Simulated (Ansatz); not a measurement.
# C₂H₅NTe: up Jacob's ladder to CCSD(T)

How much do the methods differ for C₂H₅NTe? The plan is to run it at one geometry with functionals of several rungs and with coupled cluster, and see how far each lands from CCSD(T) at the basis-set limit for the atomisation energy.

The runs use Ansatz 0.2.0, Gaussian basis; functionals in def2-TZVPP, the program's frozen cores in correlated methods.

Plan: LDA (SPW92), PBE-D4, revPBE-D4, BLYP-D4, r2SCAN-D4, B97M-V, PBE0-D4, B3LYP-D4, r2SCANh-D4, r2SCAN0-D4, HSE06-D4, BHLYP-D4, CAM-B3LYP-D4, LC-ωPBE, ωB97X-V, ωB97M-V, B2PLYP, PBE-QIDH; CCSD(T)/def2-SVP; CCSD(T)/def2-TZVPP; MP2/def2-QZVPP; extrapolation to the limit; RPA on PBE.

## Step 1: The relaxed structure

An earlier PBE0-D4 in a triple-zeta def2 set relaxation fixed the geometry. Te takes the def2 core potential; no spin-orbit term is included.

SMILES `N=CC[TeH]`, 9 atoms, charge 0, spin multiplicity 1.

Atoms are counted from 1 here; the program's logs count them from 0.

Bond lengths: N1–C2 1.265 Å, N1–H5 1.019 Å, C2–C3 1.481 Å, C2–H6 1.098 Å, C3–Te4 2.164 Å, C3–H7 1.088 Å, C3–H8 1.089 Å, Te4–H9 1.658 Å. Angles: C2–N1–H5 111.0°, N1–C2–C3 120.8°, N1–C2–H6 123.6°, C3–C2–H6 115.6°, C2–C3–Te4 110.2°, C2–C3–H7 110.9°, C2–C3–H8 112.8°, Te4–C3–H7 106.8°, Te4–C3–H8 105.5°, H7–C3–H8 110.3°, C3–Te4–H9 93.8°.

As a file:

```tsv
atom	x (Å)	y (Å)	z (Å)
N1	-1.3780	0.2659	1.3215
C2	-0.8157	-0.0344	0.2288
C3	0.4806	0.5738	-0.1503
Te4	2.0572	-0.9055	-0.0576
H5	-2.2494	-0.2487	1.4371
H6	-1.2262	-0.7598	-0.4856
H7	0.7538	1.3690	0.5410
H8	0.4891	0.9443	-1.1747
H9	1.9772	-1.2509	-1.6773
```

## Step 2: LDA

This LDA is Slater exchange with PW92 correlation.

in.yaml reads:

```yaml
crystal:
  periodic: [false, false, false]
  atoms:
    - {symbol: N, position_ang: [-1.377955, 0.265865, 1.321524]}
    - {symbol: C, position_ang: [-0.815705, -0.034439, 0.228822]}
    - {symbol: C, position_ang: [0.480601, 0.573850, -0.150318]}
    - {symbol: Te, position_ang: [2.057159, -0.905465, -0.057613]}
    - {symbol: H, position_ang: [-2.249427, -0.248742, 1.437110]}
    - {symbol: H, position_ang: [-1.226215, -0.759848, -0.485639]}
    - {symbol: H, position_ang: [0.753763, 1.368999, 0.540990]}
    - {symbol: H, position_ang: [0.489084, 0.944312, -1.174693]}
    - {symbol: H, position_ang: [1.977194, -1.250932, -1.677282]}
basis:
  gaussian: {orbitals: def2-TZVPP}
hamiltonian: {xc: lda}
output: {orbitals: {seedname: orbitals}}
```

On the command line:

```sh
> ansatz run in.yaml --threads 4 --pin off --events-out ev --progress --plain --max-ram 10444MiB
```

Further steps of the session: PBE-D4 (GGA); revPBE-D4 (GGA); BLYP-D4 (GGA); r2SCAN-D4 (meta-GGA); B97M-V (meta-GGA); B3LYP-D4 (hybrid); r2SCANh-D4 (hybrid); r2SCAN0-D4 (hybrid); HSE06-D4 (hybrid); BHLYP-D4 (hybrid); CAM-B3LYP-D4 (range-separated); LC-ωPBE (range-separated); ωB97X-V (range-separated); ωB97M-V (range-separated); B2PLYP (double hybrid); PBE-QIDH (double hybrid); CCSD(T) in def2-SVP; CCSD(T) in def2-TZVPP; MP2 in def2-QZVPP; RPA on PBE orbitals.

Q: Predict the results of all the runs planned. Wanted: atomisation energy, CCSD(T)/CBS; farthest beyond LDA; mean size of error, GGA; mean size of error, meta-GGA; mean size of error, hybrid; mean size of error, range-separated; mean size of error, double hybrid; gap, smallest and largest; T1 diagnostic.

The runs gave:

| quantity | value |
| --- | --- |
| atomisation energy, CCSD(T)/CBS | 3195.2 kJ/mol |
| functionals within 32.0 kJ/mol (1.0 %) | revPBE-D4, BLYP-D4, r2SCAN-D4, B97M-V, PBE0-D4, B3LYP-D4, HSE06-D4, CAM-B3LYP-D4, ωB97X-V, ωB97M-V |
| farthest beyond LDA | BHLYP-D4 (-119.2 kJ/mol) |
| mean size of error, GGA | 41.9 kJ/mol |
| mean size of error, meta-GGA | 11.3 kJ/mol |
| mean size of error, hybrid | 44.3 kJ/mol |
| mean size of error, range-separated | 14.0 kJ/mol |
| mean size of error, double hybrid | 41.4 kJ/mol |
| gap, smallest and largest | 3.23 eV (LDA (SPW92)), 9.94 eV (LC-ωPBE) |
| T1 diagnostic | 0.0116 |
| triples share of the correlation energy | 3.5 % |

**Reading.** LDA overbinds by 506.5 kJ/mol (16 %). PBE-D4 is off by +94.1 kJ/mol. Double hybrids carry the basis error of their MP2 part in triple zeta, and no dispersion term here, so their miss is partly the set-up's. The rungs meta-GGA, range-separated miss on average by less than the doubt on the reference (32.0 kJ/mol), so they tie. The reference freezes the cores and leaves out spin-orbit coupling and excitations past (T), and its outer-core shells are covered unevenly, so misses under about 32.0 kJ/mol can't be ranked. All levels share the lack of spin-orbit coupling, which lowers the free heavy atoms and so the true binding. Hartree-Fock recovers 68 % of the binding; the rest is correlation. CCSD(T) in def2-SVP is off by -209.5 kJ/mol, which most functionals beat. The gap grows from 3.2 to 9.9 eV across the functionals, mostly with the share of exact exchange. Correlated methods include outer-core shells of Te, which these sets cover unevenly.
